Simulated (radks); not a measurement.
# Ta³⁺ in [Kr] 4d10 4f14 5s1.75 5p6 5d2 5f0.25: an all-electron calculation

What are the levels of the tantalum ion Ta3+, how large are its shells, and how does its energy divide?

Program: radks (a radial shooting solver on a logarithmic mesh, Libxc functionals) version 1. Level of theory: scalar-relativistic Kohn-Sham, BLYP, spin-polarised, spherical densities, finite nucleus; open shells are filled with parallel spins first. These are calculated values, not measurements, unless marked.

## 1. The system

```
element            : tantalum (Z = 73)
charge             : +3
electrons          : 70
configuration      : [Kr] 4d10 4f14 5s1.75 5p6 5d2 5f0.25
nuclear rms radius : 5.3507 fm
```

## 2. Self-consistent calculation

Settings of this run:

```text
Z 73
configuration [Kr] 4d10 4f14 5s1.75 5p6 5d2 5f0.25 6s0 6p0 6d0 6f0
relativity scalar-relativistic
functional b88,lyp
spin polarised
nucleus finite rms 5.3507 fm
c 137.035999084
```

On the command line:

```bash
$ python run_ks.py task.json out
```

The same process makes all the runs of this session.

Q: Predict the outcome of this run.

**Answer**, as computed:

```
                        quantity                   value
                    total energy     -15600.6788 hartree
exchange-correlation share of it                  2.02 %
                            −T/E                  1.0984
          highest occupied level       5f up, -10.759 eV
    most extended occupied level  5f up, <r> = 4.29 bohr
 radius at density 0.001 e/bohr³               3.55 bohr
    maxima of the radial density                       4
```

**Reading.** The radial density shows 4 maxima for 5 occupied principal shells; where shells overlap, one shows as a shoulder or not at all. −T/E is 1.098: with relativity the kinetic term as defined here no longer equals −E. This is not the tabulated ground configuration, so its levels and sizes aren't those of the ground state, and no measured value stands beside it.
